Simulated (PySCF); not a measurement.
**Pr(OH)4: other functionals and bases at one geometry**

How far do other levels of theory move the description of Pr(OH)4, and what does each cost? The structure is generated, not taken from experiment.

Computed with PySCF 2.14.0. Level: several levels, as the steps say, no spin–orbit coupling.

1 further run of the same task is left out (for a known fault of the program).

### 1 Where the work starts

9 atoms, charge 0, spin multiplicity 1.

Bond lengths: Pr1–O2 2.062 Å, Pr1–O4 2.062 Å, Pr1–O6 2.062 Å, Pr1–O8 2.062 Å, O2–H3 0.957 Å, O4–H5 0.957 Å, O6–H7 0.957 Å, O8–H9 0.957 Å. Angles: O2–Pr1–O4 109.7°, O2–Pr1–O6 109.3°, O2–Pr1–O8 109.3°, O4–Pr1–O6 109.3°, O4–Pr1–O8 109.3°, O6–Pr1–O8 109.7°, Pr1–O2–H3 179.4°, Pr1–O4–H5 179.4°, Pr1–O6–H7 179.4°, Pr1–O8–H9 179.4°.

As a file:

```xyz
9
H4O4Pr
Pr    0.0000    0.0000    0.0000
O     1.3041    1.0692    1.1867
H     1.9079    1.5739    1.7317
O    -1.3041   -1.0692    1.1867
H    -1.9079   -1.5739    1.7317
O     1.0692   -1.3041   -1.1867
H     1.5739   -1.9079   -1.7317
O    -1.0692    1.3041   -1.1867
H    -1.5739    1.9079   -1.7317
```

Formal oxidation states: Pr +4. Each metal's 1 4f electrons lie in its core potential, so multiplicities, spins and levels count the valence alone. An earlier session relaxed this geometry at PBE0, Pr lcecp-2-SVP with ECP47, O def2-SVP, H def2-SVP (singlet, point group D2d).

At PBE0 on the finer grid: E = -342.252324 Eh, frontier levels not given, since the 4f levels lie in the core, Mulliken charge on Pr1 +1.35 e, largest force component 0.006 eV/Å. 

Levels to run: r2SCAN; TPSSh; PBE0, TZVP. Hardware: 2 threads of Arm Neoverse V2, shared host.

### 2 r2SCAN

Input file run.py (the lines that set the calculation):

```python
mol = gto.M(atom='''
Pr     0.00000     0.00000     0.00000
O      1.30410     1.06922     1.18667
H      1.90788     1.57388     1.73174
O     -1.30410    -1.06922     1.18667
H     -1.90788    -1.57388     1.73174
O      1.06922    -1.30410    -1.18667
H      1.57388    -1.90788    -1.73174
O     -1.06922     1.30410    -1.18667
H     -1.57388     1.90788    -1.73174''',
    basis={'Pr': 'lcecp-2-SVP', 'O': 'def2-SVP', 'H': 'def2-SVP'},
    ecp={'Pr': 'lcecp-2-SVP'},
    charge=0, spin=0)
mf = dft.RKS(mol, xc='R2SCAN')
mf.grids.atom_grid = (75, 302)  # f atoms: unpruned, at least (60, 302)
mf = mf.density_fit()  # fitting sets: Pr AutoAux, O def2-universal-JKFIT, H def2-universal-JKFIT
mf.conv_tol = 1e-08; mf.max_cycle = 55
mf.kernel(dm0)  # dm0: the density of the relaxed state
```

The run is started by

```bash
OMP_NUM_THREADS=2 python run.py
```

### 3 TPSSh

run.py (the lines that set the calculation), as its differences from that of step 2:

```diff
@@ -13,3 +13,3 @@
     charge=0, spin=0)
-mf = dft.RKS(mol, xc='R2SCAN')
+mf = dft.RKS(mol, xc='TPSSH')
 mf.grids.atom_grid = (75, 302)  # f atoms: unpruned, at least (60, 302)
```

### 4 PBE0, TZVP

Basis: Pr lcecp-2-TZVP with ECP47, O def2-TZVP, H def2-TZVP. 

run.py (the lines that set the calculation), as its differences from that of step 3:

```diff
@@ -10,6 +10,6 @@
 H     -1.57388     1.90788    -1.73174''',
-    basis={'Pr': 'lcecp-2-SVP', 'O': 'def2-SVP', 'H': 'def2-SVP'},
-    ecp={'Pr': 'lcecp-2-SVP'},
+    basis={'Pr': 'lcecp-2-TZVP', 'O': 'def2-TZVP', 'H': 'def2-TZVP'},
+    ecp={'Pr': 'lcecp-2-TZVP'},
     charge=0, spin=0)
-mf = dft.RKS(mol, xc='TPSSH')
+mf = dft.RKS(mol, xc='PBE0')
 mf.grids.atom_grid = (75, 302)  # f atoms: unpruned, at least (60, 302)
@@ -17,2 +17,2 @@
 mf.conv_tol = 1e-08; mf.max_cycle = 55
-mf.kernel(dm0)  # dm0: the density of the relaxed state
+mf.kernel(dm0)  # dm0: free metal ions and neutral atoms
```

Before running it: what results should come out? Wanted: for each run, charge on Pr1; dipole; largest force.

As calculated:

| level | state | charge on Pr1 (e) | dipole (D) | largest force (eV/Å) | basis functions | time |
| --- | --- | --- | --- | --- | --- | --- |
| PBE0 (relaxed here) | singlet | 1.35 | 0.00 | 0.01 | 106 | 17 s |
| r2SCAN | singlet | 1.28 | 0.00 | 0.10 | 106 | 9.7 s |
| TPSSh | singlet | 1.30 | 0.00 | 0.18 | 106 | 9.6 s |
| PBE0, TZVP | singlet | 1.86 | 0.00 | 0.24 | 195 | 18 s |

Times are on 2 threads of Arm Neoverse V2, shared host; the first row also made further properties.

The largest leftover force, 0.24 eV/Å with PBE0, TZVP, stands at a geometry relaxed at another level. The Mulliken charge on Pr spans +1.28 to +1.86 e over the levels. With 4f in the core, its levels are missing from HOMO and gap. Total energies of different levels can't be compared. Spin–orbit coupling is left out throughout.
